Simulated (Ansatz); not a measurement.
Crystal: NbTe.

```
Te Nb
1.0
     3.70297    0.00000    0.00000
    -1.85149    3.20687    0.00000
     0.00000    0.00000    3.69421
Te Nb
1 1
Direct
  0.66667 0.33333 0.00000
  0.00000 0.00000 0.50000
```

The cell comes from a database or a generator and needn't be the stable form of this composition.

Base run:

* Program: Ansatz 0.2.0
* Functional: PBEsol
* Potentials or basis: Ansatz PAW
* Cutoff: 420 eV (not typed: the program's choice for these potentials)
* k mesh: 8 × 8 × 7
* Occupations: fermi-dirac, width 0.05 eV
* Spin: no spin polarisation
* Hubbard terms: Nb d U = 8 eV

Its results: band gap on the k mesh none (metal or under the smearing width); pressure 8.4 GPa.

Question: The run is repeated on the same cell with these changes: hubbard terms from Nb d U = 8 eV to Nb d U = 3 eV. What comes out?

Answer: Band gap on the k mesh none (metal or under the smearing width); pressure -4.7 GPa.

Caveats: U without spin polarisation on a metal has little footing; the PAW data sets come from PBE, with cores solved anew for the run's functional, which leaves a small shift of forces and pressure; the U is typed as a test and isn't derived for this compound.
